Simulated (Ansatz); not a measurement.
# BH₆NSi₂: how energies converge with the basis set

An exercise on one series of results from a longer session: the logs are not shown, and one member is left open.

Program: Ansatz 0.2.0, Gaussian basis. Level of theory: one geometry, several basis sets. These are calculated values, not measurements.

Levels to be run: PBE0-D4/def2-SVP; ωB97M-V/def2-SVP; PBE0-D4/def2-QZVPP; ωB97M-V/def2-QZVPP; the functionals' def2-TZVPP values are taken from earlier runs.

**The relaxed structure**

An earlier PBE0-D4 in a triple-zeta def2 set relaxation fixed the geometry.

10 atoms, charge 0, spin multiplicity 1.

Atoms are counted from 1 here; the program's logs count them from 0.

Bond lengths: B1–N2 1.405 Å, B1–Si4 2.044 Å, B1–H5 1.197 Å, N2–Si3 1.774 Å, N2–H6 1.011 Å, Si3–Si4 2.333 Å, Si3–H7 1.491 Å, Si3–H8 1.491 Å, Si4–H9 1.488 Å, Si4–H10 1.488 Å. Angles: N2–B1–Si4 100.3°, N2–B1–H5 123.4°, Si4–B1–H5 136.4°, B1–N2–Si3 107.8°, B1–N2–H6 123.7°, Si3–N2–H6 128.6°, N2–Si3–Si4 80.2°, N2–Si3–H7 111.6°, N2–Si3–H8 111.6°, Si4–Si3–H7 121.6°, Si4–Si3–H8 121.6°, H7–Si3–H8 106.9°, B1–Si4–Si3 71.8°, B1–Si4–H9 119.1°, B1–Si4–H10 119.0°, Si3–Si4–H9 116.9°, Si3–Si4–H10 116.9°, H9–Si4–H10 109.1°.

As a file:

```
B    -1.0136    0.8362   -0.3414
N     0.3457    1.0457   -0.6280
Si    1.2550   -0.3299    0.0251
Si   -0.9069   -0.9516    0.6434
H    -1.8787    1.5993   -0.6594
H     0.6960    1.8549   -1.1233
H     2.2616    0.1072    1.0341
H     1.9995   -1.0529   -1.0451
H    -1.4698   -2.1678   -0.0031
H    -1.2058   -0.9921    2.1005
```

The first run:

Input file in.yaml:

```yaml
crystal:
  periodic: [false, false, false]
  atoms:
    - {symbol: B, position_ang: [-1.013553, 0.836217, -0.341435]}
    - {symbol: N, position_ang: [0.345652, 1.045651, -0.627996]}
    - {symbol: Si, position_ang: [1.254989, -0.329902, 0.025100]}
    - {symbol: Si, position_ang: [-0.906866, -0.951592, 0.643431]}
    - {symbol: H, position_ang: [-1.878656, 1.599289, -0.659370]}
    - {symbol: H, position_ang: [0.695989, 1.854866, -1.123269]}
    - {symbol: H, position_ang: [2.261570, 0.107182, 1.034139]}
    - {symbol: H, position_ang: [1.999537, -1.052868, -1.045108]}
    - {symbol: H, position_ang: [-1.469773, -2.167841, -0.003122]}
    - {symbol: H, position_ang: [-1.205789, -0.992105, 2.100530]}
basis:
  gaussian: {orbitals: def2-SVP}
hamiltonian: {xc: pbe0, dispersion: d4}
output: {orbitals: {seedname: orbitals}}
```

Launch:

```sh
$ ansatz run in.yaml --threads 2 --pin off --events-out ev --progress --plain --max-ram 4352MiB
```

Steps of the session up to this table: PBE0-D4 in def2-SVP; ωB97M-V in def2-SVP; PBE0-D4 in def2-QZVPP; ωB97M-V in def2-QZVPP.

One of the session's tables, all rows but one given; the rest of the session is left out.

It belongs to the step «Density functionals: the series». 

| functional | basis | HOMO (eV) |
| --- | --- | --- |
| PBE0-D4 | def2-SVP | -7.13 |
| PBE0-D4 | def2-TZVPP | -7.12 |
| PBE0-D4 | def2-QZVPP | -7.13 |
| ωB97M-V | def2-SVP | -9.12 |
| ωB97M-V | def2-TZVPP | ? |
| ωB97M-V | def2-QZVPP | -9.15 |

Q: Estimate the row for ωB97M-V, def2-TZVPP from the others.

**Answer.** HOMO (eV): -9.14. In the column «HOMO (eV)» it lies between ωB97M-V, def2-QZVPP (-9.15) and ωB97M-V, def2-SVP (-9.12).
